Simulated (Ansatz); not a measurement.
## CH5CdNO, SMILES C[O][Cd][NH2]: a rigid scan of one bond angle, step by step

With Ansatz's Python interface.

Notebook, run cell by cell (the value of a cell's last expression is shown):

**Cell 1**
```python
import ansatz as az
from ase import Atoms
```

**Cell 2**
```python
atoms = Atoms(['C', 'O', 'Cd', 'N', 'H', 'H', 'H', 'H', 'H'], positions=[
    (-0.7722, -0.1424, 1.7716),
    (-0.3058, -0.3105, 0.4669),
    (0.6017, 1.0238, -0.7284),
    (0.8151, 0.2514, -2.6049),
    (0.0387, 0.08, 2.4802),
    (-1.232, -1.0899, 2.077),
    (-1.5385, 0.6428, 1.8468),
    (0.6061, -0.7284, -2.3927),
    (1.787, 0.2731, -2.9165),
])
```

**Cell 3**
```python
# start the scan from a relaxed geometry
first = (
    az.Crystal.molecule_from_ase(atoms).calculation()
    .basis(gaussian='def2-SVP')
    .functional('pbe0')
    .relax(force_tolerance=0.02, max_steps=80)
)
atoms.positions = first.run().report['positions_ang']
```

**Cell 4**
```python
rows = []
for angle in [90, 100, 110, 120, 135, 150, 165, 179]:
    bent = atoms.copy()
    bent.set_angle(0, 1, 2, angle, indices=[2, 3, 7, 8])
    setup = az.Crystal.molecule_from_ase(bent).calculation().basis(gaussian='def2-SVP').functional('pbe0')
    rows.append((angle, setup.run().report['free_energy_ev']))
floor = min(e for _, e in rows)
for angle, e in rows:
    print(f'angle C0-O1-Cd2 = {angle:3d} deg   {1000 * (e - floor):9.1f} meV')
```
Output:
```text
angle C0-O1-Cd2 =  90 deg       550.2 meV
angle C0-O1-Cd2 = 100 deg       238.2 meV
angle C0-O1-Cd2 = 110 deg        69.0 meV
angle C0-O1-Cd2 = 120 deg         0.0 meV
angle C0-O1-Cd2 = 135 deg        29.5 meV
angle C0-O1-Cd2 = 150 deg       147.1 meV
angle C0-O1-Cd2 = 165 deg       270.7 meV
angle C0-O1-Cd2 = 179 deg       330.6 meV
```

Notes:
- These settings explore the input space; basis and method may be short of convergence.
- The scan is rigid, and the energies are electronic, in a modest basis. The zero is the lowest point of the grid, which needn't be the minimum.
- def2 sets replace the cores of elements past krypton by effective core potentials.
- Timing: 2.5 min on 1 thread of Arm Neoverse V1, on a shared host, peak memory 0.28 GiB.

(Lines on the test bed's own set-up are left out of the output.)
